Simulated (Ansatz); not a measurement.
I need a relaxation followed by a look at the electronic structure of Li₃Ca, space group Fm-3m. Use the Python package of Ansatz (0.2.0). Level of theory (first run): LDA, PAW, the default cutoff (420 eV here), 5×5×5 k-points, Fermi-Dirac smearing of 0.1 eV.

```yaml
crystal:
  lattice:
    - [0.00000, 3.76687, 3.76687]
    - [3.76687, 0.00000, 3.76687]
    - [3.76687, 3.76687, 0.00000]
  atoms:
    - { symbol: Li, position: [0.75000, 0.75000, 0.75000] }
    - { symbol: Li, position: [0.25000, 0.25000, 0.25000] }
    - { symbol: Li, position: [0.00000, 0.00000, 0.00000] }
    - { symbol: Ca, position: [0.50000, 0.50000, 0.50000] }
```

`pipeline_li3ca.py`:
```python
import ansatz as az
import numpy as np


def count_gap(report):
    # lowest empty less highest filled band, counting bands; zero where they overlap
    return max(report.get("gap_by_band_count_ev") or 0.0, 0.0)


def configured(crystal, spacing):
    return (
        crystal.calculation()
        .functional("lda")
        .pseudopotentials("paw")
        .occupations("fermi_dirac", width=0.1)
        .kpoints(spacing=spacing)
    )

lattice = az.Lattice.of(
    (0.0, 3.766869, 3.766869),
    (3.766869, 0.0, 3.766869),
    (3.766869, 3.766869, 0.0),
)
sites = [
    ("Li", (0.75, 0.75, 0.75)),
    ("Li", (0.25, 0.25, 0.25)),
    ("Li", (0.0, 0.0, 0.0)),
    ("Ca", (0.5, 0.5, 0.5)),
]
xtal = az.Crystal(lattice=lattice)
for symbol, position in sites:
    xtal = xtal.atom(symbol, position)

relaxed = configured(xtal, 0.3).relax(cell=True, force_tolerance=0.01, max_steps=40).checkpoint(write="relax.run", compress=False).run(threads=1, pin="off")
cell = np.asarray(relaxed.lattice.cell_ang)
print("relaxed edges (A):", np.linalg.norm(cell, axis=1).round(4), " volume:", round(abs(np.linalg.det(cell)), 3), "A^3")
for site in relaxed.lattice.sites:
    print(" ", site.symbol, np.round(site.position_frac, 4) + 0.0)

final = az.Crystal.from_checkpoint("relax.run")
outcome = configured(final, 0.22).functional("r2scan").stress().band_table().density_of_states(energy_step=0.05).run(threads=1, pin="off")
rep = outcome.report
dos = outcome.density_of_states()
print(f"pressure at the relaxed cell {np.trace(rep['stress_gpa']) / 3:.3f} GPa, gap by band count {count_gap(rep):.3f} eV")
if count_gap(rep) == 0:
    print("states/eV at the Fermi level:", round(float(np.interp(dos.fermi_ev, dos.energies_ev, dos.spin_summed_g_bin_mean_per_ev)), 3))
```

```console
$ python pipeline_li3ca.py
DeckWarning: basis.ecutwfc = 420 eV, auto-derived from the records' recommended cutoffs: set by Li (normal level)
relaxed edges (A): [5.1689 5.1689 5.1689]  volume: 97.654 A^3
  Li [0.75 0.75 0.75]
  Li [0.25 0.25 0.25]
  Li [0. 0. 0.]
  Ca [0.5 0.5 0.5]
DeckWarning: crystal.checkpoint: the structure is that of relax.run, a `relax` run, at its step 4: its result, under lda at a charge of 0 e; 4 atoms read, 0 with a starting moment [...]
DeckWarning: basis.ecutwfc = 500 eV, auto-derived from the records' recommended cutoffs: set by Li (their level for a meta-GGA)
pressure at the relaxed cell 1.717 GPa, gap by band count 0.000 eV
states/eV at the Fermi level: 2.733
```
(Warnings from the package without file and line, shortened.)

What to keep in mind:
- For a metal this k-point mesh is coarse: on a finer one energies can move by several to tens of meV an atom and pressures by half a GPa or more, differences at one mesh by less.
- An absolute Fermi energy rests on an arbitrary zero of the periodic potential and has no direct meaning.
- A gap by band count of zero or less means overlapping bands, a metal, and at an odd count of electrons it is no gap at all.
- This cell is a computed structure, which may not be the phase found in nature.
- Levels are Kohn-Sham eigenvalues on this mesh.
- Where the second run takes another functional or mesh than the relaxation, its pressure isn't zero; pressure is positive in compression.
- The computed bands are complete only to about 2.7 eV above the Fermi level; beyond that the density of states is undercounted.
- By the engine's processor time: 8.4 s on 1 thread of Intel(R) Xeon(R) Processor @ 2.30GHz, on a shared host, peak memory 0.9 GiB.
